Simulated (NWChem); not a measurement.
# AlH3S (SMILES [AlH2][SH]) at M06-2X/LANL2DZ (core potential)

What is the electronic atomisation energy of AlH3S at M06-2X/LANL2DZ (core potential)? 

The calculation is run with NWChem 7.3.0.

2 further runs of the same task are left out: 2 that didn't finish.

### 1 The molecule

The species is AlH3S (5 atoms), meant as a singlet with charge 0. As SMILES, `[AlH2][SH]`. Geometry: relaxed at PBE0-D4/def2-TZVP.

Bond lengths: Al1–S2 2.181 Å, Al1–H3 1.579 Å, Al1–H4 1.581 Å, S2–H5 1.344 Å. Angles: Al1–S2–H5 93.7°, S2–Al1–H3 116.5°, S2–Al1–H4 118.9°, H3–Al1–H4 124.6°.

### 2 A single-point energy at M06-2X/LANL2DZ (core potential) (run 1)

Contents of alh3s.nw:

```
start alh3s
memory total 2200 mb
geometry units angstrom noautosym nocenter noautoz
   Al      -0.616100      -0.064200      -0.181700
   S        1.129100      -0.343100       1.096600
   H       -1.981700      -0.650100       0.351100
   H       -0.441100       0.696000      -1.556400
   H        1.959700       0.287800       0.249000
end
basis spherical bse
   Al library LANL2DZ
   S library LANL2DZ
   H library LANL2DZ
end
ecp bse
   Al library LANL2DZ
   S library LANL2DZ
end
dft
   xc m06-2x
   grid fine
   convergence energy 1e-08
   iterations 100
   mulliken
   print low
end
task dft
```

Launch:

```bash
$ nwchem alh3s.nw > alh3s.out
```

Log:

```text
[...]
 d= 0,ls=0.0,diis     1    -13.8122327046 -2.56D+01  2.31D-02  9.62D-02     0.4
[...]
 d= 0,ls=0.0,diis     7    -13.8382592413 -3.20D-09  2.85D-06  4.58D-10     1.8
         Total DFT energy =      -13.838259241260
      One electron energy =      -44.008324453195
           Coulomb energy =       22.309887760337
    Exchange-Corr. energy =       -3.939956085208
 Nuclear repulsion energy =       11.800133536806
[...]
      Total Density - Mulliken Population Analysis
     ---------------------------------------------
    Atom       Charge   Shell Charges
 -----------   ------   -------------------------------------------------------
    1 Al   3     2.38   0.69  0.35  1.06  0.29
    2 S    6     6.39   1.02  0.88  2.31  2.18
    3 H    1     1.16   0.48  0.68
    4 H    1     1.16   0.48  0.68
    5 H    1     0.91   0.50  0.41
[...]
```

It took 2.5 s on 1 thread of Intel Xeon 6975P-C (Granite Rapids), shared host; peak memory 0.11 GiB.

### 3 The Al atom (run 2)

Contents of al.nw:

```
START al
memory total 2200 mb
charge 0

GEOMETRY units angstrom noautosym nocenter noautoz
   Al       0.000000       0.000000       0.000000
END

BASIS spherical bse
   * library LANL2DZ
END

ECP bse
   Al library LANL2DZ
END

DFT
   xc m06-2x
   mult 2
   grid fine
   convergence energy 1e-08
   iterations 100
   mulliken
   noprint "final vectors analysis"
END

TASK dft
```

Launch:

```bash
$ nwchem al.nw > al.out
```

Log:

```text
[...]
          Wavefunction type:  spin polarized.
          No. of atoms     :     1
          No. of electrons :     3
[...]
          Charge           :     0
          Spin multiplicity:     2
[...]
          AO basis - number of functions:     8
[...]
              XC Information
              --------------
                       M06-2X Method XC Functional
                     Hartree-Fock (Exact) Exchange  0.540
                        M06-2X Exchange Functional  1.000
                      M06-2X Correlation Potential  1.000
[...]
 d= 0,ls=0.0,diis     1     -1.9166997876 -1.92D+00  2.86D-02  4.55D-03     0.1
[...]
  Singularity in Pulay matrix. Error and Fock matrices removed.
 d= 0,ls=0.0,diis     6     -1.9205970072 -2.16D-08  8.32D-06  1.06D-09     0.5
[...]
  Singularity in Pulay matrix. Error and Fock matrices removed.
 d= 0,ls=0.0,diis     7     -1.9205970106 -3.45D-09  2.32D-07  3.41D-13     0.5
[...]
         Total DFT energy =       -1.920597010634
      One electron energy =       -2.755466670869
           Coulomb energy =        1.446295021557
    Exchange-Corr. energy =       -0.611425361322
 Nuclear repulsion energy =        0.000000000000
[...]
      Total Density - Mulliken Population Analysis
     ---------------------------------------------
    Atom       Charge   Shell Charges
 -----------   ------   -------------------------------------------------------
    1 Al   3     3.00   0.96  1.04  0.45  0.55
     --------------------------------------------
      Spin Density - Mulliken Population Analysis
     --------------------------------------------
    Atom       Charge   Shell Charges
 -----------   ------   -------------------------------------------------------
    1 Al   3     1.00   0.00 -0.00  0.45  0.55
[...]
      <S2> =      0.7500 (Exact =     0.7500)
[...]
```

It took 1.1 s on 1 thread of Intel Xeon 6975P-C (Granite Rapids), shared host; peak memory 0.1 GiB.

Run 3 isn't shown in full; the table further down has it.

### 4 The S atom, same level (run 4)

Contents of input.nw:

```
start input
title "S M06-2X"
memory 2200 mb
geometry units bohr noautosym nocenter noautoz
  S    0.00000000   0.00000000   0.00000000
end
basis "ao basis" spherical bse
  S library LANL2DZ
end
ecp bse
  S library LANL2DZ
end
dft
  xc m06-2x
  mult 3
  grid fine
  convergence energy 1e-08
  iterations 100
  mulliken
  print low
end
task dft
```

Run the same way, it converges to -9.99428 Eh (log not shown).

### 5 Overview of the runs

| run | level | core potential | partner | energy (Eh) | wall time |
| --- | --- | --- | --- | --- | --- |
| 1 | M06-2X/LANL2DZ (core potential) | LANL2DZ | base | -13.838259 | 2.5 s |
| 2 | UM06-2X/LANL2DZ (core potential) | LANL2DZ | atoms | -1.920597 | 1.1 s |
| 3 | UM06-2X/LANL2DZ | – | atoms | -0.494933 | 0.64 s |
| 4 | UM06-2X/LANL2DZ (core potential) | LANL2DZ | atoms | -9.994280 | 0.92 s |

### 6 Results

At M06-2X/LANL2DZ (core potential):

```
                     quantity        value
         S atom: total energy  -9.99428 Eh
                 S atom: ⟨S²⟩        2.001
electronic atomisation energy    11.934 eV
```

**Reading.** Taking the molecule apart into free atoms costs 11.93 eV (1151 kJ/mol), before zero-point energy and without spin-orbit coupling. The basis has no polarisation functions, which makes bonds too weak. All runs together took 5.2 s, the longest 2.5 s.
